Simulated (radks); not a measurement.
# Nuclear size and the levels of Al⁺

One table from this session's results is given with a row withheld; the runs are named, their logs left out.

The numbers are computed with radks (a radial shooting solver on a logarithmic mesh, Libxc functionals) version 1 (Dirac Kohn-Sham, exchange-only LDA, spin-unpolarised, spherical densities, finite nucleus), except any that are marked as measured or tabulated.

### The atom as given

* element: aluminium (Z = 13)
* charge: +1
* electrons: 12
* configuration: [Ne] 3s2
* nuclear rms radius: 3.061 fm

The outer shells:

Al⁺
```
[Ne] core
3s [↑↓]
```

The first run:

The run's settings:

```text
Z 13
configuration [Ne] 3s2 3p0 4s0
relativity Dirac
functional lda,
spin unpolarised
j_filling energy
nucleus finite rms 3.061 fm
c 137.035999084
```

Among the steps run: rms radius 3.061 fm.

One of the session's tables, all rows but one given; the rest of the session is left out.

It belongs to the step «rms radius 3.061 fm». From the orbitals of this run (lengths in bohr):

| level | <r> | outermost maximum (interpolated) | 90 % within | nodes |
| --- | --- | --- | --- | --- |
| 1s1/2 | 0.1206 | 0.0786 | 0.216 | 0 |
| 2s1/2 | 0.6295 | 0.498 | 0.997 | 1 |
| 2p1/2 | ? | ? | ? | ? |
| 2p3/2 | 0.6059 | 0.428 | 1.03 | 0 |
| 3s1/2 | 2.398 | 2.01 | 3.63 | 2 |
| 3p1/2 | 2.961 | 2.43 | 4.57 | 1 |
| 3p3/2 | 2.967 | 2.43 | 4.58 | 1 |
| 4s1/2 | 6.570 | 5.87 | 9.65 | 3 |

**Question.** Estimate the row for 2p1/2.

**Answer.** <r>: 0.6037; outermost maximum (interpolated): 0.427; 90 % within: 1.02; nodes: 0. In the column «<r>» it lies between 1s1/2 (0.1206) and 2p3/2 (0.6059).
